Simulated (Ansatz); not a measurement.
**NaAs (triplet): wave-function methods side by side, cc-pVDZ**

How much of the correlation energy of NaAs (triplet) does each wave-function method recover here?

Computed with Ansatz 0.2.0, Gaussian basis. Level: cc-pVDZ, core rule «outside noble gas», up to 19 orbitals frozen.

Plan: UHF; CCSD(T) on ROHF; CCSD(T) on UHF; BCCD(T) on ROHF; CISD as a restricted active space (open shells left free, so some higher excitations enter); CCSDT(Q) on ROHF; CCSDT(Q) on UHF; CISDTQ; Full CI.

25 further runs of the same task are left out: 11 for a known fault of the program, 5 that didn't finish, 9 set aside as unsound or not needed. Runs told in other sessions of the task aren't counted.

## (1) The geometry

The geometry is a PBE0/def2-TZVP stationary point (not a proven minimum). No spin-orbit coupling is included. The filled d shell of As may be among the frozen orbitals whatever the setting's name suggests.

2 atoms, charge 0, spin multiplicity 3.

Atoms are counted from 1 here; the program's logs count them from 0.

Bond lengths: As1–Na2 2.734 Å.

## (2) UHF

Input file in.yaml:

```yaml
crystal:
  periodic: [false, false, false]
  atoms:
    - {symbol: As, position_ang: [0.000000, 0.000000, 0.000000]}
    - {symbol: Na, position_ang: [0.000000, 0.000000, 2.734300]}
basis:
  gaussian: {orbitals: cc-pVDZ}
magnetization: {spin_polarized: true, initial_magnetization: 2}
hamiltonian: {xc: hf}
output: {orbitals: {seedname: orbitals}}
```

Command:

```sh
$ ansatz run in.yaml --threads 1 --pin off --events-out ev --progress --plain --max-ram 2393MiB
```

The runs that follow: CCSD(T) on ROHF; CCSD(T) on UHF; BCCD(T) on ROHF; CISD as a restricted active space (open shells left free, so some higher excitations enter); CCSDT(Q) on ROHF; CCSDT(Q) on UHF; CISDTQ; Full CI.

Q: Predict the results of all the runs planned. Wanted: FCI from the RHF energy; RMP2 from FCI; UMP2 from FCI; RCCSD from FCI; RCCSD(T) from FCI; UCCSD(T) from FCI; RCCSDT(Q) from FCI; UCCSDT(Q) from FCI; T1 diagnostic.

**Answer**, as computed:

| quantity | value |
| --- | --- |
| FCI from the ROHF energy | -2.6681 eV |
| RMP2 from FCI | +53.8 kJ/mol |
| UMP2 from FCI | +52.6 kJ/mol |
| RCCSD from FCI | +9.1 kJ/mol |
| RCCSD(T) from FCI | +2.5 kJ/mol |
| UCCSD(T) from FCI | +1.7 kJ/mol |
| RCCSDT(Q) from FCI | +0.1 kJ/mol |
| UCCSDT(Q) from FCI | -0.7 kJ/mol |
| levels within 1 kcal/mol (43 meV) | RCCSD(T), UCCSD(T), BCCD(T), RCCSDT, UCCSDT, CISDTQ, RCCSDT(Q), UCCSDT(Q) |
| T1 diagnostic | 0.042 |
| effectively unpaired electrons | 2.07 |

In words: RCCSD(T) lands +2.5 kJ/mol from the yardstick (1.0 % of the correlation energy). UCCSDT, UCCSDT(Q) fall below full CI: unrestricted runs freeze a spin-polarised core, another one than full CI's, and coupled cluster isn't variational. The occupations are near whole numbers, but T1 = 0.042 shows that the orbitals relax strongly. These misses are within one basis, not against nature; the frozen cores of restricted and unrestricted runs differ, which can shift their rows.

Levels on UHF freeze UHF's core orbitals, full CI those of ROHF, so the U rows can settle a little off it for that reason alone.

With open shells the CI space here admits some higher excitations, so it is larger than plain CISD.
